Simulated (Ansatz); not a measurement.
# CH₃GaSe: one species, many methods

An exercise on one series of results from a longer session: the logs are not shown, and one member is left open.

The runs use Ansatz 0.2.0, Gaussian basis; functionals in def2-TZVPP, the program's frozen cores in correlated methods.

The runs, in order: LDA (SPW92), PBE-D4, revPBE-D4, BLYP-D4, r2SCAN-D4, B97M-V, PBE0-D4, B3LYP-D4, r2SCANh-D4, r2SCAN0-D4, HSE06-D4, BHLYP-D4, CAM-B3LYP-D4, LC-ωPBE, ωB97X-V, ωB97M-V, B2PLYP, PBE-QIDH; CCSD(T)/def2-SVP; CCSD(T)/def2-TZVPP; MP2/def2-QZVPP; extrapolation to the limit; RPA on PBE.

## Structure used throughout

All runs share one geometry, relaxed beforehand with PBE0-D4 in a triple-zeta def2 set.

SMILES `[CH2]1[GaH][Se]1`, 6 atoms, charge 0, spin multiplicity 1.

Atoms are counted from 1 here; the program's logs count them from 0.

Bond lengths: C1–Ga2 1.932 Å, C1–Se3 2.044 Å, C1–H4 1.085 Å, C1–H5 1.085 Å, Ga2–Se3 2.284 Å, Ga2–H6 1.533 Å. Angles: Ga2–C1–Se3 70.0°, Ga2–C1–H4 120.7°, Ga2–C1–H5 120.7°, Se3–C1–H4 111.7°, Se3–C1–H5 111.7°, H4–C1–H5 113.1°, C1–Ga2–Se3 57.3°, C1–Ga2–H6 158.5°, Se3–Ga2–H6 144.2°, C1–Se3–Ga2 52.7°.

The first run:

in.yaml reads:

```yaml
crystal:
  periodic: [false, false, false]
  atoms:
    - {symbol: C, position_ang: [-0.101649, -0.241007, -0.785148]}
    - {symbol: Ga, position_ang: [0.115590, 0.649561, 0.915910]}
    - {symbol: Se, position_ang: [0.106250, -1.624626, 0.705477]}
    - {symbol: H, position_ang: [-1.076405, -0.302177, -1.257298]}
    - {symbol: H, position_ang: [0.718143, -0.287634, -1.494081]}
    - {symbol: H, position_ang: [0.238062, 1.805883, 1.915141]}
basis:
  gaussian: {orbitals: def2-TZVPP}
hamiltonian: {xc: lda}
output: {orbitals: {seedname: orbitals}}
```

On the command line:

```sh
> ansatz run in.yaml --threads 2 --pin off --events-out ev --progress --plain --max-ram 4352MiB
```

Among the steps run: LDA; PBE-D4 (GGA); revPBE-D4 (GGA); BLYP-D4 (GGA); r2SCAN-D4 (meta-GGA); B97M-V (meta-GGA); PBE0-D4 (hybrid); B3LYP-D4 (hybrid); r2SCANh-D4 (hybrid); r2SCAN0-D4 (hybrid); HSE06-D4 (hybrid); BHLYP-D4 (hybrid); CAM-B3LYP-D4 (range-separated); LC-ωPBE (range-separated); ωB97X-V (range-separated); ωB97M-V (range-separated); B2PLYP (double hybrid); PBE-QIDH (double hybrid).

One table of the session follows, with a row left open; its other results are not shown here.

It belongs to the step «Frontier levels by functional». 

```
  functional  HOMO (eV)  LUMO (eV)  gap (eV)
 LDA (SPW92)      -5.70      -2.50      3.20
      PBE-D4          ?          ?         ?
   revPBE-D4      -5.48      -2.13      3.35
     BLYP-D4      -5.38      -2.17      3.21
   r2SCAN-D4      -5.76      -2.01      3.75
      B97M-V      -5.79      -2.17      3.62
     PBE0-D4      -6.57      -1.50      5.07
    B3LYP-D4      -6.35      -1.75      4.60
  r2SCANh-D4      -6.14      -1.75      4.39
  r2SCAN0-D4      -6.72      -1.36      5.36
    HSE06-D4      -6.18      -1.87      4.31
    BHLYP-D4      -7.45      -0.77      6.68
CAM-B3LYP-D4      -7.79      -0.62      7.17
     LC-ωPBE      -9.10       0.50      9.60
     ωB97X-V      -8.77       0.38      9.15
     ωB97M-V      -8.66       0.18      8.84
```

**Question.** Estimate the row for PBE-D4.

The run gave: HOMO (eV): -5.54; LUMO (eV): -2.24; gap (eV): 3.30. In the column «HOMO (eV)» it lies between LDA (SPW92) (-5.70) and revPBE-D4 (-5.48).
